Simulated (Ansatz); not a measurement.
# H6O4SiSn: the cost of one run

The runs use Ansatz 0.2.0, Gaussian basis; the settings change from run to run.

2 further runs of the same task are left out: 2 for a known fault of the program. Runs told in other sessions of the task aren't counted.

### Step 1. The relaxed structure

The structure was relaxed beforehand with PBE0-D4 in a triple-zeta def2 set. Sn takes a core potential in def2 sets; no spin-orbit term is included.

SMILES `O[Si](O)(O)[O][SnH3]`, 12 atoms, charge 0, spin multiplicity 1.

Atoms are counted from 1 here; the program's logs count them from 0.

Bond lengths: O1–Si2 1.634 Å, O1–H7 0.958 Å, Si2–O3 1.640 Å, Si2–O4 1.637 Å, Si2–O5 1.611 Å, O3–H8 0.958 Å, O4–H9 0.958 Å, O5–Sn6 1.975 Å, Sn6–H10 1.703 Å, Sn6–H11 1.701 Å, Sn6–H12 1.702 Å. Angles: Si2–O1–H7 116.1°, O1–Si2–O3 106.3°, O1–Si2–O4 105.6°, O1–Si2–O5 115.7°, O3–Si2–O4 114.4°, O3–Si2–O5 105.4°, O4–Si2–O5 109.6°, Si2–O3–H8 116.9°, Si2–O4–H9 116.0°, Si2–O5–Sn6 128.6°, O5–Sn6–H10 102.9°, O5–Sn6–H11 107.8°, O5–Sn6–H12 106.6°, H10–Sn6–H11 112.8°, H10–Sn6–H12 112.5°, H11–Sn6–H12 113.4°.

As a file:

```xyz
12

O    -1.8996   -0.9024   -0.7382
Si   -0.9084   -0.1837    0.3444
O     0.0236   -1.3756    0.9759
O    -1.8943    0.5497    1.4264
O     0.1257    0.8931   -0.2619
Sn    1.9876    0.6120   -0.8574
H    -2.7136   -0.4378   -0.9365
H    -0.4100   -2.2068    1.1722
H    -1.5085    1.2718    1.9237
H     2.3109    2.0154   -1.7656
H     2.0238   -0.8048   -1.7987
H     2.9398    0.5137    0.5495
```

### Step 2. LC-wPBE/x2c-TZVPPall

Set apart from the defaults: the search for lower states set to full.

in.yaml

```yaml
crystal:
  periodic: [false, false, false]
  atoms:
    - {symbol: O, position_ang: [-1.899602, -0.902369, -0.738154]}
    - {symbol: Si, position_ang: [-0.908449, -0.183710, 0.344376]}
    - {symbol: O, position_ang: [0.023632, -1.375557, 0.975851]}
    - {symbol: O, position_ang: [-1.894296, 0.549686, 1.426430]}
    - {symbol: O, position_ang: [0.125725, 0.893145, -0.261929]}
    - {symbol: Sn, position_ang: [1.987588, 0.612025, -0.857419]}
    - {symbol: H, position_ang: [-2.713572, -0.437755, -0.936492]}
    - {symbol: H, position_ang: [-0.409986, -2.206791, 1.172224]}
    - {symbol: H, position_ang: [-1.508520, 1.271783, 1.923743]}
    - {symbol: H, position_ang: [2.310879, 2.015443, -1.765638]}
    - {symbol: H, position_ang: [2.023830, -0.804769, -1.798679]}
    - {symbol: H, position_ang: [2.939770, 0.513668, 0.549486]}
basis:
  gaussian: {orbitals: x2c-TZVPPall}
hamiltonian: {xc: {name: LC-wPBE}}
scf: {lower_state_search: full}
output: {forces: true}
```

On the command line:

```bash
$ ansatz run in.yaml --threads 4 --pin off --events-out ev --progress --plain --max-ram 11315MiB
```

Q: Estimate wall time and peak memory on 4 threads of Arm Neoverse V1, shared host.

About 8.5 s, with a peak of 0.84 GiB.
